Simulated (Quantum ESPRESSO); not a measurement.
# NbCu in Quantum ESPRESSO: the effect of target pressure

Crystal: NbCu.

```
CELL_PARAMETERS angstrom
0.00000 2.56221 2.56221
2.56221 0.00000 2.56221
2.56221 2.56221 0.00000
ATOMIC_POSITIONS crystal
Nb 0.00000 0.00000 0.00000
Cu 0.50000 0.50000 0.50000
```

The cell was built by a generator and needn't be a form met in nature.

Alike in all runs:

- Program: Quantum ESPRESSO 7.5
- Task: phonons
- Functional: LDA
- Potentials or basis: GBRV 1.5 LDA
- Cutoff: 762 eV
- Density cutoff: 6095 eV
- k mesh: 6 × 6 × 6
- Occupations: cold, width 0.2 eV
- Spin: no spin polarisation

Each run relaxes the cell or the atoms first.

| target pressure | relaxed volume (Å³/atom) | highest phonon frequency (cm⁻¹) |
| --- | --- | --- |
| -3 GPa | ? | ? |
| 0 GPa | 15.73 | 211 |
| 3 GPa | 15.47 | 219 |
| 8 GPa | 15.09 | 231 |
| 15 GPa | 14.62 | 246 |

**Question.** What does the run with target pressure -3 GPa give?

**Answer.** Relaxed volume 16.02 Å³/atom; highest phonon frequency 203 cm⁻¹.

Worked out: In Murnaghan's law V^(-B') rises as a straight line in P. The other rows fit best with B' = 4.1, V0 = 15.73 Å³/atom and B0 = 176 GPa, which gives 16.01 Å³/atom at -3 GPa, against the run's 16.02. A straight line through the other rows of the highest phonon frequency, of slope 2.32 cm⁻¹ per GPa, extrapolates to 205 cm⁻¹, against the run's 203.

Caveats: the mesh is thin for the phonons of a metal; the cell is more than 3 GPa from zero pressure, which shifts response properties (some runs).
